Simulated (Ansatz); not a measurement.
# SrWO4: the cost of one run

Method: DFT PBEsol, scalar-relativistic, plane waves, PAW, and further levels as typed in the inputs, in Ansatz 0.2.0.

**1. Starting point**

Symmetry: I4_1/a, No. 88, tetragonal system. The conventional cell has a = 5.391 Å, b = 5.391 Å, c = 11.893 Å, α = 90.00°, β = 90.00°, γ = 90.00°. Sr (site symmetry -4) is surrounded by 8 O at 2.49 to 2.55 Å. Around W (site symmetry -4) lie 4 O at 1.87 Å. O (site symmetry 1) is surrounded by 1 W at 1.87 Å and 2 Sr at 2.49 to 2.55 Å.

Structure file:

```cif
data_structure
_symmetry_space_group_name_H-M 'I4_1/a:1'
_symmetry_Int_Tables_number 88
_cell_length_a 5.3910
_cell_length_b 5.3910
_cell_length_c 11.8930
_cell_angle_alpha 90.000
_cell_angle_beta 90.000
_cell_angle_gamma 90.000
_cell_volume 345.64
loop_
_atom_site_label
_atom_site_type_symbol
_atom_site_symmetry_multiplicity
_atom_site_Wyckoff_symbol
_atom_site_fract_x
_atom_site_fract_y
_atom_site_fract_z
_atom_site_occupancy
Sr1 Sr 4 a 0.00000 0.50000 0.25000 1
W1 W 4 b 0.50000 0.00000 0.25000 1
O1 O 16 f 0.74970 0.84250 0.16710 1
```

The structure rests on an entry of the Crystallography Open Database; cell or positions may have been set otherwise for this series.

**2. Relaxing cell and atoms: SrWO4, no spin**

input.yaml reads:

```yaml
crystal:
  lattice:
    - [-2.6955, 2.6955, 5.9465]
    - [2.6955, -2.6955, 5.9465]
    - [2.6955, 2.6955, -5.9465]
  atoms:
    - { symbol: Sr, position: [0.75, 0.25, 0.5] }
    - { symbol: Sr, position: [0.0, 0.0, 0.0] }
    - { symbol: W, position: [0.25, 0.75, 0.5] }
    - { symbol: W, position: [0.5, 0.5, 0.0] }
    - { symbol: O, position: [0.0096, 0.9168, 0.5922] }
    - { symbol: O, position: [0.6668, 0.5746, 0.4072] }
    - { symbol: O, position: [0.3246, 0.4174, 0.4078] }
    - { symbol: O, position: [0.1674, 0.2596, 0.5928] }
    - { symbol: O, position: [0.7404, 0.3332, 0.9078] }
    - { symbol: O, position: [0.0832, 0.6754, 0.0928] }
    - { symbol: O, position: [0.4254, 0.8326, 0.0922] }
    - { symbol: O, position: [0.5826, 0.9904, 0.9072] }
scf:
  occupations: { method: fixed }
output:
  forces: true
  stress: true
  eigenvalues: true
  write_density: true
  write_potential: true
  elf: true
  volumetric_format: npy
kpoints:
  mp_grid: { grid: [6, 6, 6] }
hamiltonian:
  xc: pbesol
relax:
  f_tol: 0.005
  max_steps: 60
  cell: { stress_tol: 0.03 }
```

Launch:

```bash
$ ansatz run input.yaml --threads 16 --pin off --max-ram 32768MiB --backend cpu --events-out ev --progress --plain --runs-dir out
```

What time and memory should one allow on 16 threads of Intel Xeon 6975P-C (Granite Rapids), shared host?

About 16 s, with a peak of 1.4 GiB.
